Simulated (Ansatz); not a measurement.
**GaPHCl+ (quartet): from Hartree-Fock to the top rungs, cc-pVDZ**

One table from this session's results is given with a row withheld; the runs are named, their logs left out.

Method: cc-pVDZ, core rule «outside noble gas», up to 24 orbitals frozen; program: Ansatz 0.2.0, Gaussian basis.

The runs, in order: UHF; CCSD(T) on ROHF; CCSD(T) on UHF; BCCD(T) on ROHF; CISD as a restricted active space (open shells left free, so some higher excitations enter); CCSDT(Q) on ROHF; CCSDT(Q) on UHF.

4 further runs of the same task are left out: 1 for a known fault of the program, 3 set aside as unsound or not needed. Runs told in other sessions of the task aren't counted.

## What is computed

The geometry is a PBE0/def2-TZVP stationary point (not a proven minimum) of the parent state, kept for this charge and spin. No spin-orbit coupling is included. The filled d shell of Ga may be among the frozen orbitals whatever the setting's name suggests.

4 atoms, charge 1, spin multiplicity 4.

Atoms are counted from 1 here; the program's logs count them from 0.

Bond lengths: Cl1–Ga2 2.156 Å, Ga2–P3 2.315 Å, Ga2–H4 1.561 Å. Angles: Cl1–Ga2–P3 115.3°, Cl1–Ga2–H4 115.3°, P3–Ga2–H4 129.4°.

Coordinates:

```xyz
4

Cl    0.0000   -0.6272    1.7774
Ga    0.0000    0.5669   -0.0177
P     0.0000   -0.6270   -2.0013
H     0.0000    2.1115    0.2083
```

Set-up of the first run:

Input file in.yaml:

```yaml
crystal:
  periodic: [false, false, false]
  atoms:
    - {symbol: Cl, position_ang: [0.000000, -0.627156, 1.777412]}
    - {symbol: Ga, position_ang: [0.000000, 0.566923, -0.017738]}
    - {symbol: P, position_ang: [0.000000, -0.627024, -2.001300]}
    - {symbol: H, position_ang: [0.000000, 2.111491, 0.208287]}
basis:
  gaussian: {orbitals: cc-pVDZ}
total_charge: 1
magnetization: {spin_polarized: true, initial_magnetization: 3}
hamiltonian: {xc: hf}
output: {orbitals: {seedname: orbitals}}
```

Launch:

```console
ansatz run in.yaml --threads 1 --pin off --events-out ev --progress --plain --max-ram 2560MiB --backend cpu
```

Among the steps run: UHF; CCSD(T) on ROHF; CCSD(T) on UHF; BCCD(T) on ROHF; CISD as a restricted active space (open shells left free, so some higher excitations enter); CCSDT(Q) on ROHF; CCSDT(Q) on UHF.

One of the session's tables, all rows but one given; the rest of the session is left out.

| method | from UCCSDT(Q) (kJ/mol) |
| --- | --- |
| ROHF | +790.4 |
| UHF | +786.5 |
| RMP2 | +132.8 |
| UMP2 | +131.0 |
| RCCSD | +27.6 |
| UCCSD | +27.3 |
| RCCSD(T) | +6.1 |
| UCCSD(T) | +5.9 |
| BCCD(T) | +6.0 |
| RCCSDT | +2.2 |
| UCCSDT | +2.1 |
| RCCSDT(Q) | ? |
| UCCSDT(Q) | 0 |

**Question.** Estimate the row for RCCSDT(Q).

The run gave: from UCCSDT(Q) (kJ/mol): +0.5. In the column «from UCCSDT(Q) (kJ/mol)» it lies between UCCSDT(Q) (0) and UCCSDT (+2.1).

Not comparable, so not listed: CISD as a restricted active space (open shells left free, so some higher excitations enter) (they don't share determinant, frozen orbitals or solution with the rows shown, or repeat one).

Caveats from the session: Restricted and unrestricted rows rest on different reference determinants; a gap between their highest levels can come from leftover correlation error, from unlike frozen cores or from another state.
